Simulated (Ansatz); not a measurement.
CrF6 and its elements: a formation energy from the elements, run with the Python package of Ansatz (0.2.0).

Input file `crf6_crf6.xyz`:
```text
7
Lattice="2.40240387 1.38702852 4.36921506 -2.40240387 1.38702852 4.36921506 0.0 -2.77405704 4.36921506" Properties=species:S:1:pos:R:3:initial_magmoms:R:1 pbc="T T T"
Cr    0.00000000    0.00000000    0.00000000  3.00
F     0.68890233   -1.53622596    5.37171463  0.00
F    -1.67486188    0.17150606    5.37171463  0.00
F    -0.98595955   -1.36471990    7.73593054  0.00
F     1.67486188   -0.17150606    7.73593054  0.00
F    -0.68890233    1.53622596    7.73593054  0.00
F     0.98595955    1.36471990    5.37171463  0.00
```

Contents of `crf6_cr.vasp`:
```text
Cr
1.0
  -1.44195000    1.44195000    1.44195000
   1.44195000   -1.44195000    1.44195000
   1.44195000    1.44195000   -1.44195000
Cr
1
Direct
   0.00000000    0.00000000    0.00000000
```

Contents of `crf6_f2.vasp`:
```text
F
1.0
   9.00000000    0.00000000    0.00000000
   0.00000000    9.50000000    0.00000000
   0.00000000    0.00000000   10.00000000
F
2
Direct
   0.50000000    0.50000000    0.42900000
   0.50000000    0.50000000    0.57100000
```

`crf6_formation.py`
```python
"""Heat of formation of CrF6 at zero temperature, after relaxing cells and atoms."""

from collections import Counter

import ansatz as az
from ase.io import read
import numpy as np

XC = "PBEsol"
K_SPACING = 0.3
SMEARING = "gaussian"
WIDTH_EV = 0.05

POLARISED = {"CrF6", "Cr"}

GASES = {"F2"}


def ground_state(name, crystal):
    calc = (
        crystal.calculation()
        .basis(19 * az.Ha)
        .functional(XC)
        .kpoints(spacing=K_SPACING)
        .occupations(SMEARING, width=WIDTH_EV)
        .stress()
    )
    if name in POLARISED:
        calc = calc.spin("collinear")
    if name in GASES:
        return calc.kpoints(1, 1, 1).relax(force_tolerance=0.03, max_steps=60).run(threads=1, backend="cpu")
    calc = calc.relax(force_tolerance=0.03, max_steps=60, cell=True)
    return calc.run(threads=1, backend="cpu")


def counts(outcome):
    return Counter(site.symbol for site in outcome.lattice.sites)

def formation_energy(outcome, mu):
    n = counts(outcome)
    return (outcome.report["energy_sigma0_ev"] - sum(k * mu[element] for element, k in n.items())) / sum(n.values())


def volume_per_atom(outcome):
    return abs(np.linalg.det(outcome.lattice.cell_ang)) / len(outcome.lattice.sites)


def main() -> None:
    phases = {}
    crf6 = az.Crystal.from_extxyz("crf6_crf6.xyz")
    phases["CrF6"] = crf6
    atoms = read("crf6_cr.vasp", format="vasp")
    cr = az.Crystal.from_ase(atoms).moments(Cr=3.0)
    phases["Cr"] = cr
    atoms = read("crf6_f2.vasp", format="vasp")
    f2 = az.Crystal.from_ase(atoms)
    phases["F2"] = f2

    done = {name: ground_state(name, crystal) for name, crystal in phases.items()}

    # chemical potentials of the elements at zero temperature
    references = {"Cr": "Cr", "F": "F2"}
    mu = {element: done[name].report["energy_sigma0_ev"] / len(done[name].lattice.sites) for element, name in references.items()}

    target = done["CrF6"]
    heat = formation_energy(target, mu)
    for element, value in mu.items():
        print(f"mu({element}) = {value:.4f} eV from {references[element]}, {volume_per_atom(done[references[element]]):.2f} A^3/atom")
    print(f"formation energy of CrF6: {heat:.4f} eV/atom = {96.4853 * heat:.1f} kJ/mol of atoms")
    # gas references are bare DFT energies, without zero-point or fitted corrections


if __name__ == "__main__":
    main()
```

Is CrF6 bound against its elements at this level, and by how much?

The formation energy is -2.059 eV an atom (-198.7 kJ per mole of atoms), so CrF6 lies below the reference phases.

The run itself:

```console
$ python crf6_formation.py
RunWarning: the starting moments were not kept: the SCF closed with an absolute magnetisation of 9.7e-7 μB, where they sum to 3 μB in size (1 site). That is at most 0.1 of that sum. Measured as dr2_m [...]
DeckWarning: output.stress: scf.convergence.dr2_threshold = 1e-7 eV (the SCF's general default) is looser than the 2e-10 eV advised for a printed stress (1e-10 eV for each atom of the cell: 2). What [...]
mu(Cr) = -3349.1815 eV from Cr, 11.16 A^3/atom
mu(F) = -797.6516 eV from F2, 427.50 A^3/atom
formation energy of CrF6: -2.0589 eV/atom = -198.7 kJ/mol of atoms
```
(Warnings from the package without file and line, shortened, repeats left out.)

Absolute energies stand on the zero of these potentials, so only differences at equal settings mean something. The SCF didn't keep the moments it started from (some shrank, vanished or turned); what is printed is the state reached. For the metals among these phases the mesh is modest: differences between phases can be off by up to 40 meV an atom. Without a Hubbard U or exact exchange, semilocal functionals often make such 3d compounds metallic or too weakly gapped. The cells come from databases of deposited and of computed structures, and not all need be stable phases. The compound is the structure given, not necessarily its lowest; energies are at zero temperature, with no correction for gases. Magnetic phases start from parallel moments and may not end in their lowest magnetic state. A semilocal functional's error on such energies is often 0.05 to 0.1 eV an atom, and 0.1 to 0.3 eV against gases such as O2 or F2. Finished in 5.5 min on 1 thread of Arm Neoverse V1, on a shared host, peak memory 0.82 GiB.
